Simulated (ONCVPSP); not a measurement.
# I: generating and testing an ONCV potential

Do these settings give a usable potential? It is generated, then checked for transferability, scattering, ghosts and hardness.

Program: ONCVPSP 4.0.1. Reference atom: PBE, scalar-relativistic, spherical and spin-unpolarised. All values are calculated.

### 1 Settings

Typed settings, in words:

```json
{
 "element": "iodine (I, Z = 53)",
 "type": "optimised norm-conserving Vanderbilt (ONCV)",
 "frozen core": "[Kr]",
 "valence charge": "17",
 "reference configuration": "4d10 5s2 5p5",
 "partial waves": "5s: rc 1.70 bohr, ncon 4, nbas 9, qcut 3.4 1/bohr, 2 projectors, debl 1.1 Ha; 5p: rc 1.70 bohr, ncon 3, nbas 6, qcut 4.6 1/bohr, 2 projectors, debl 2.9 Ha; 4d: rc 1.10 bohr, ncon 4, nbas 9, qcut 14.3 1/bohr, 3 projectors, debl 3.8 Ha; f scattering state at 0.21 Ha: rc 1.50 bohr, ncon 4, nbas 8, qcut 7.9 1/bohr, 1 projector",
 "local potential": "polynomial inside 1.05 bohr (lpopt 5, dvloc0 6 Ha)",
 "core correction": "Teter function, fcfact 4.25, rcfact 1.2"
}
```

An earlier all-electron run gives the scale for the radii.

All-electron outer shells of the reference configuration (PBE, scalar-relativistic, ld1.x):

```tsv
shell	level (eV)	outermost node (bohr)	outermost maximum (bohr)
4s	-180.60	0.37	0.68
4p	-127.57	0.37	0.72
4d	-50.28	0.35	0.78
5s	-17.41	0.88	1.70
5p	-7.09	0.96	2.02
```

### 2 The generation run

File I.dat:

```
# ATOM AND REFERENCE CONFIGURATION
# atsym  z   nc   nv     iexc    psfile
  I 53.00    8    3        4      upf
#
#   n    l    f
    1    0    2.00
    2    0    2.00
    2    1    6.00
    3    0    2.00
    3    1    6.00
    3    2   10.00
    4    0    2.00
    4    1    6.00
    4    2   10.00
    5    0    2.00
    5    1    5.00
#
# PSEUDOPOTENTIAL AND OPTIMIZATION
# lmax
    3
#
#   l,   rc,      ep,       ncon, nbas, qcut
    0    1.70    0.00    4    9    3.40
    1    1.70    0.00    3    6    4.60
    2    1.10    0.00    4    9   14.30
    3    1.50    0.21    4    8    7.90
#
# LOCAL POTENTIAL
# lloc, lpopt,  rc(5),   dvloc0
    4    5    1.05    6.00
#
# VANDERBILT-KLEINMAN-BYLANDER PROJECTORs
# l, nproj, debl
    0    2    1.10
    1    2    2.90
    2    3    3.80
    3    1    2.70
#
# MODEL CORE CHARGE
# icmod, fcfact, rcfact
    3    4.25    1.20
#
# LOG DERIVATIVE ANALYSIS
# epsh1, epsh2, depsh
   -3.00    5.00    0.02
#
# OUTPUT GRID
# rlmax, drl
    6.00    0.01
#
# TEST CONFIGURATIONS
# ncnf
    4
# nvcnf
#   n    l    f
    3
    4    2   10.00
    5    0    2.00
    5    1    4.00
#
    3
    4    2   10.00
    5    0    2.00
    5    1    3.00
#
    3
    4    2   10.00
    5    0    2.00
    5    1    2.00
#
    3
    4    2    9.00
    5    0    2.00
    5    1    6.00
#
```

Command:

```console
$ oncvpsp.x < I.dat > I.out
```

Before running it: what results should come out? Wanted: cutoffs for 1 and 0.1 mHa per electron, occupied waves; bound ghosts; GHOST(+) flags; largest test error; largest phase difference near zero energy, channels read; rms error of d²Exc/dn², without and with the model core.

The runs gave:

```
                                                quantity                      value
  cutoffs for 1 and 0.1 mHa per electron, occupied waves            60 Ha and 75 Ha
                                            bound ghosts             s at -73.11 eV
                                          GHOST(+) flags                 p at 83 eV
                            largest test error (AE − PS)  -395 meV, for 4d9 5s2 5p6
largest phase difference near zero energy, channels read                  0.003 rad
 rms error of d²Exc/dn², without and with the model core          5.24 and 2.50 mHa
```

**Reading.** It has a bound ghost (s), a state that the atom doesn't have, and that rules the file out. By total energies transferability is poor: the largest error is 395 meV on 45.9 eV, for 4d9 5s2 5p6. That test lies far up in energy; among those under 40 eV, nearer to bonding, the largest error is 8.4 meV. By its cutoff, 60 Ha for the looser tolerance, it is hard. At the looser tolerance the 4d wave is the slowest; 5s needs 27 Ha. Near zero energy the phases of the channels with partial waves that could be evaluated agree within 0.003 rad. The program also flags highly localised states, GHOST(+) (p). All of this concerns the isolated atom, not yet a solid.
